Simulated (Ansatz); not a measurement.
Predict the output of the script below (the Python package of Ansatz (0.2.0)).

`ch4bf3si.xyz`
```text
10

B    -1.78220    0.22900    0.12540
Si    0.08790    0.72390    0.28110
C     1.16670   -0.63740   -0.40640
F     0.94290   -1.80480    0.29790
F     2.49440   -0.27550   -0.28590
F     0.86440   -0.83830   -1.73950
H    -2.46940    0.38400    1.07320
H    -2.05080   -0.68500   -0.57270
H     0.32810    1.96450   -0.47070
H     0.41790    0.93970    1.69760
```

Script `ch4bf3si_energy.py`:
```python
"""Electronic structure of the CH4BF3Si molecule."""

import json
import warnings

import ansatz
import numpy as np
import pandas as pd


def main() -> None:
    warnings.simplefilter("ignore", ansatz.DeckWarning)

    molecule = ansatz.Crystal.molecule_from_extxyz("ch4bf3si.xyz")

    job = (
        molecule.calculation()
        .basis(gaussian="def2-SVP")
        .functional("PBE")
        .forces()
    )
    res = job.run()
    data = res.report

    for key in ("converged", "free_energy_ev", "reference_energy_ev", "n_frozen", "n_occupied", "n_virtual"):
        print(f"{key:22s} {data[key]}")

    symbols = [site.symbol for site in molecule.cartesian_sites]
    print("forces (eV/A)")
    for symbol, f in zip(symbols, data["forces_ev_ang"]):
        print(f"  {symbol:2s} {f[0]:9.4f} {f[1]:9.4f} {f[2]:9.4f}")

    charges = data["charge_distribution"]
    table = pd.DataFrame({"atom": symbols, "mulliken": charges["mulliken_charges_e"], "lowdin": charges["lowdin_charges_e"]})
    print(table.round(3).to_string())
    print("dipole (e A):", np.round(charges["dipole_moment_e_ang"], 4) + 0.0)
    with open("ch4bf3si.json", "w") as handle:
        json.dump({k: data[k] for k in ("free_energy_ev", "reference_energy_ev", "n_occupied", "n_virtual")}, handle, indent=1)


if __name__ == "__main__":
    main()
```

```console
$ python ch4bf3si_energy.py
converged              True
free_energy_ev         -17780.49242139688
reference_energy_ev    -17780.49242139688
n_frozen               0
n_occupied             [28, 28]
n_virtual              [80, 80]
forces (eV/A)
  B     0.2695   -1.0991    0.6599
  Si   -0.5183    1.0834    0.2069
  C     0.4928   -0.2606   -0.2964
  F     0.5101    0.4483   -0.7704
  F    -0.6222   -0.8202   -0.3382
  F     0.5918   -0.3084    0.8635
  H    -0.8735    0.6053    0.3550
  H    -0.5376   -0.2855   -0.8989
  H     0.3517    0.5670   -0.3567
  H     0.3356    0.0697    0.5754
  atom  mulliken  lowdin
0    B    -0.082  -0.087
1   Si     0.225   0.206
2    C     0.341  -0.271
3    F    -0.167   0.078
4    F    -0.166   0.076
5    F    -0.166   0.080
6    H     0.031  -0.007
7    H     0.040  -0.005
8    H    -0.030  -0.032
9    H    -0.027  -0.037
dipole (e A): [-0.2442  0.2372  0.0572]
```

It writes `ch4bf3si.json`:
```json
{
 "free_energy_ev": -17780.49242139688,
 "reference_energy_ev": -17780.49242139688,
 "n_occupied": [
  28,
  28
 ],
 "n_virtual": [
  80,
  80
 ]
}
```

Caveats:
- Total energies depend on the basis set; only differences at equal settings carry meaning.
- The geometry is a force-field or estimated start, not a minimum of this method, and the basis set is short of its limit.
- The Löwdin charges here are taken after orthogonalising the functions within each atom; they differ from plain Löwdin charges, and their signs can be unphysical.
- Run time: 7 s on 1 thread of Arm Neoverse N1 (shared host), peak memory 0.25 GiB.

(Lines on the test bed's own set-up are left out of the output.)
